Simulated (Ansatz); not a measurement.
Task: energies of removing a hydrogen of Cl₃H₃Si₂, SMILES Cl[SiH2][SiH](Cl)Cl, with the Python package of Ansatz (0.2.0). Give the script and its output. Settings (for the species named): MP2, def2-SVPD basis, multiplicity 1.

```yaml
atoms:
  - { symbol: Cl, position_ang: [-2.0348, 0.3644, 1.6800] }
  - { symbol: Si, position_ang: [-0.0480, 0.2823, 1.1647] }
  - { symbol: Si, position_ang: [0.2799, -0.2612, -1.0305] }
  - { symbol: Cl, position_ang: [-0.4794, -2.0785, -1.5287] }
  - { symbol: Cl, position_ang: [-0.6407, 1.0916, -2.3555] }
  - { symbol: H, position_ang: [0.5543, -0.6970, 2.0765] }
  - { symbol: H, position_ang: [0.5099, 1.6053, 1.4760] }
  - { symbol: H, position_ang: [1.7438, -0.2725, -1.3824] }
```

`cl3h3si2.py`:
```python
# -*- coding: utf-8 -*-
import ansatz as az


def energy_of(molecule, charge=0, unpaired=0):
    calc = (
        molecule.calculation()
        .basis(gaussian="def2-SVPD")
        .correlation("mp2")
    )
    if charge:
        calc = calc.charge(charge)
    if unpaired:
        calc = calc.spin("collinear", total=unpaired)
    return calc.run(threads=1).report["free_energy_ev"]

def without(molecule, index):
    rest = az.Crystal.molecule()
    for i, site in enumerate(molecule.cartesian_sites):
        if i != index:
            rest = rest.atom(site.symbol, site.position_ang)
    return rest


def main():
    geometry = (
        az.Crystal.molecule()
        .atom("Cl", (-2.0348, 0.3644, 1.68))
        .atom("Si", (-0.048, 0.2823, 1.1647))
        .atom("Si", (0.2799, -0.2612, -1.0305))
        .atom("Cl", (-0.4794, -2.0785, -1.5287))
        .atom("Cl", (-0.6407, 1.0916, -2.3555))
        .atom("H", (0.5543, -0.697, 2.0765))
        .atom("H", (0.5099, 1.6053, 1.476))
        .atom("H", (1.7438, -0.2725, -1.3824))
    )

    whole = energy_of(geometry, 0)
    hydrogen = energy_of(az.Crystal.molecule().atom("H", (0, 0, 0)), 0, 1)
    print(f"E(molecule) = {whole:.5f} eV, E(H) = {hydrogen:.5f} eV")
    for index in [6, 7]:
        radical = energy_of(without(geometry, index), 0, 1)
        print(f"H{index}: homolysis {96.485332 * (radical + hydrogen - whole):.1f} kJ/mol")
        anion = energy_of(without(geometry, index), -1)
        print(f"H{index}: loss of a proton {96.485332 * (anion - whole):.1f} kJ/mol")


if __name__ == "__main__":
    main()
```

```console
$ python cl3h3si2.py
E(molecule) = -53287.98129 eV, E(H) = -13.58606 eV
H6: homolysis 363.8 kJ/mol
H6: loss of a proton 1505.7 kJ/mol
H7: homolysis 362.9 kJ/mol
H7: loss of a proton 1504.0 kJ/mol
```

What to keep in mind:
- Total energies depend on the basis set; only differences at equal settings carry meaning.
- The geometry is a force-field or estimated start, not a minimum of this method, and the basis set is short of its limit. All parts are taken at fixed geometry, without zero-point energy.
- Run time: 34 s on 1 thread of Arm Neoverse V1, with other jobs on the host, peak memory 0.56 GiB.
